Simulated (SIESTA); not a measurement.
The system is CuO2.

```
Cu O
1.0
     1.41261   -5.21075    0.00000
     1.41261    5.21075    0.00000
     0.00000    0.00000    4.34342
Cu O
2 4
Direct
  0.16725 0.83275 0.75000
  0.83275 0.16725 0.25000
  0.78897 0.21103 0.75000
  0.21103 0.78897 0.25000
  0.55149 0.44851 0.75000
  0.44851 0.55149 0.25000
```

The cell comes from a database or a generator and needn't be the stable form of this composition.

| Property | Result |
| --- | --- |
| Program | SIESTA 5.4.2 |
| Task | single point |
| Functional | PBEsol |
| Potentials or basis | PseudoDojo 0.4 standard (PBEsol files) |
| Basis | DZP (energy shift 0.003 Ry; two zetas on semicore shells) |
| Grid cutoff | 800 Ry |
| Energy shift | 0.003 Ry |
| k mesh | 10 × 10 × 6 |
| Occupations | fermi-dirac, width 0.05 eV |
| Spin | no spin polarisation |

On this cell: pressure -6.9 GPa; largest force 0.196 eV/Å; band gap on the k mesh none (metal or under the smearing width).

The same run follows on a disturbed copy (atoms moved at random, drawn with an rms of 0.05 Å):

```xyz
6
Lattice="1.4126 -5.2107 0.0000 1.4126 5.2107 0.0000 0.0000 0.0000 4.3434" Properties=species:S:1:pos:R:3 pbc="T T T"
Cu    1.3796    3.4241    3.2743
Cu    1.4091   -3.4891    1.1046
O     1.4712   -3.0351    3.2817
O     1.3617    3.0258    1.1411
O     1.3642   -0.5733    3.2626
O     1.4057    0.5579    1.0926
```

What changes?

The energy (extrapolated to zero smearing) moves by +15.6 meV/atom; pressure -5.6 GPa; largest force 1.009 eV/Å; band gap on the k mesh none (metal or under the smearing width).

Forces in eV/Å, atoms in the order of the input:
```
Cu   0.832  0.544  0.008
Cu  -0.458  0.896  0.058
O   -0.982 -0.195  0.122
O    0.466 -0.561 -0.228
O    0.051 -0.029  0.059
O    0.090 -0.657 -0.018
```

Stress tensor (GPa, compression positive):
```
-5.44  3.49 -0.01
 3.49 -4.23 -0.16
-0.01 -0.16 -7.23
```

Caveats: short orbitals over semicore shells can move pressures by several GPa; the basis of atomic orbitals isn't converged, which shifts pressures, moduli and gaps; the run has no spin polarisation, though such a crystal can be magnetic; semilocal functionals often make such compounds metallic where correlation or magnetic order opens a gap, which also shifts bond lengths.
